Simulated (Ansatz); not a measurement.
# ClH4P2Si: the cost of one run

Program: the Python package of Ansatz 0.2.0. Level of theory: PBE/def2-SVP. These are calculated values, not measurements.

## 1. The structure

Bond lengths: P1–Si2 2.163 Å, Si2–P3 2.208 Å, Si2–Cl4 2.094 Å, P1–H5 1.408 Å, Si2–H6 1.470 Å, P3–H7 1.453 Å, P3–H8 1.453 Å. Angles: P1–Si2–P3 109.4°, P1–Si2–Cl4 109.4°, P1–Si2–H6 109.5°, P3–Si2–Cl4 109.5°, P3–Si2–H6 109.5°, Cl4–Si2–H6 109.5°, Si2–P1–H5 109.3°, Si2–P3–H7 93.7°, Si2–P3–H8 93.7°, H7–P3–H8 94.5°.

The script holds or builds the structure itself.

## 2. The code

scan.py reads:

```python
import warnings

import ansatz
from ase import Atoms
import matplotlib.pyplot as plt
import numpy as np


def main() -> None:
    warnings.simplefilter("ignore", ansatz.DeckWarning)

    atoms = Atoms(["P", "Si", "P", "Cl", "H", "H", "H", "H"], positions=[
        [1.8663, -0.7051, -0.8347],
        [0.2594, 0.0511, 0.3994],
        [-1.6294, -0.943, -0.1642],
        [0.0751, 2.1171, 0.1137],
        [3.0682, -0.0657, -0.4771],
        [0.5554, -0.2238, 1.8132],
        [-1.74, -0.2278, -1.4238],
        [-2.4551, -0.0027, 0.5734],
    ])
    molecule = ansatz.Crystal.molecule_from_ase(atoms)

    symbols = [site.symbol for site in molecule.cartesian_sites]
    start = np.array([site.position_ang for site in molecule.cartesian_sites])
    axis = (start[6] - start[2]) / np.linalg.norm(start[6] - start[2])
    moving = [6]
    lengths, energies = [1.23, 1.34, 1.45, 1.6, 1.82, 2.18, 2.61, 3.2], []
    for length in lengths:
        xyz = start.copy()
        xyz[moving] += (length - np.linalg.norm(start[6] - start[2])) * axis
        point = ansatz.Crystal.molecule()
        for symbol, place in zip(symbols, xyz):
            point = point.atom(symbol, place.tolist())
        job = (
            point.calculation()
            .basis(gaussian="def2-SVP")
            .functional("pbe")
            .spin("collinear", total=1)
            .scf(lower_state_search="off")
        )
        summary = job.run().report
        energies.append(summary["free_energy_ev"])
        print(f"r = {length:6.3f} A  E = {energies[-1]:.5f} eV  <S^2> = {abs(summary['mean_field']['state']['spin_squared']):.3f}")

    print("energy above the lowest point (eV):", [round(e - min(energies), 3) for e in energies])
    plt.figure(figsize=(4.5, 3))
    plt.plot(lengths, np.array(energies) - min(energies), "o-")
    plt.xlabel("bond length (A)")
    plt.ylabel("E - E(min) (eV)")
    plt.tight_layout()
    plt.savefig("scan.png", dpi=100)


if __name__ == "__main__":
    main()
```

## 3. The input behind the calls

The engine receives this input (first run):

```yaml
crystal:
  periodic: [false, false, false]
  atoms:
    - { symbol: P, position_ang: [1.8663, -0.7051, -0.8347] }
    - { symbol: Si, position_ang: [0.2594, 0.0511, 0.3994] }
    - { symbol: P, position_ang: [-1.6294, -0.943, -0.1642] }
    - { symbol: Cl, position_ang: [0.0751, 2.1171, 0.1137] }
    - { symbol: H, position_ang: [3.0682, -0.0657, -0.4771] }
    - { symbol: H, position_ang: [0.5554, -0.2238, 1.8132] }
    - { symbol: H, position_ang: [-1.7230449753977102, -0.3374404484227639, -1.2307028120339578] }
    - { symbol: H, position_ang: [-2.4551, -0.0027, 0.5734] }
basis:
  gaussian:
    orbitals: def2-SVP
hamiltonian:
  xc: pbe
magnetization:
  spin_polarized: true
  initial_magnetization: 1.0
scf:
  lower_state_search: "off"
```

## 4. Launch

Run with:

```
$ python scan.py
```

Q: Estimate wall time and peak memory on 1 thread of Intel Xeon 6975P-C (Granite Rapids), shared host.

About 13 s, with a peak of 0.28 GiB.
